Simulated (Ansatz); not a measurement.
**AlGeN (triplet): relaxing a cheap start**

Where does this start of AlGeN (triplet) end when it is relaxed?

The runs use Ansatz 0.2.0, Gaussian basis; UKS PBE0/def2-TZVP.

### 1 Starting geometry

3 atoms, charge 0, spin multiplicity 3.

Atoms are counted from 1 here; the program's logs count them from 0.

Bond lengths: Al1–N2 1.727 Å, N2–Ge3 1.722 Å. Angles: Al1–N2–Ge3 180.0°.

As a file:

```tsv
atom	x (Å)	y (Å)	z (Å)
Al1	0.00000	0.00000	-1.72562
N2	0.00000	0.00000	0.00170
Ge3	0.00000	0.00000	1.72393
```

The start was built by rule and, where that kept it together, relaxed with GFN2-xTB. Sticks and bond lists go by distance. No spin-orbit coupling is included. 

### 2 The run

Contents of in.yaml:

```yaml
crystal:
  periodic: [false, false, false]
  atoms:
    - {symbol: Al, position_ang: [0.000000, 0.000000, -1.725623]}
    - {symbol: N, position_ang: [0.000000, 0.000000, 0.001696]}
    - {symbol: Ge, position_ang: [0.000000, 0.000000, 1.723927]}
basis:
  gaussian: {orbitals: def2-TZVP}
magnetization: {spin_polarized: true, initial_magnetization: 2}
hamiltonian: {xc: pbe0}
relax: {f_tol: 0.004, max_steps: 80}
```

On the command line:

```bash
> ansatz run in.yaml --threads 1 --pin off --events-out ev --progress --plain --max-ram 2176MiB
```

What does the calculation give? Wanted: energy gained; shift from the start; total energy; dipole moment; ⟨S²⟩.

**Answer**, as computed:

| quantity | value |
| --- | --- |
| steps | 4 |
| energy gained | 0.003 eV |
| shift from the start (rms) | 0.008 Å |
| total energy | -64591.5286 eV |
| dipole moment | 1.51 D |
| ⟨S²⟩ | 2.026 |

**Reading.** The bonds of the start are those of the end. Al1–N2 went from 1.727 to 1.715 Å. No vibrations were run, so this is a stationary point, not a proven minimum, and this spin need not be the ground state's.
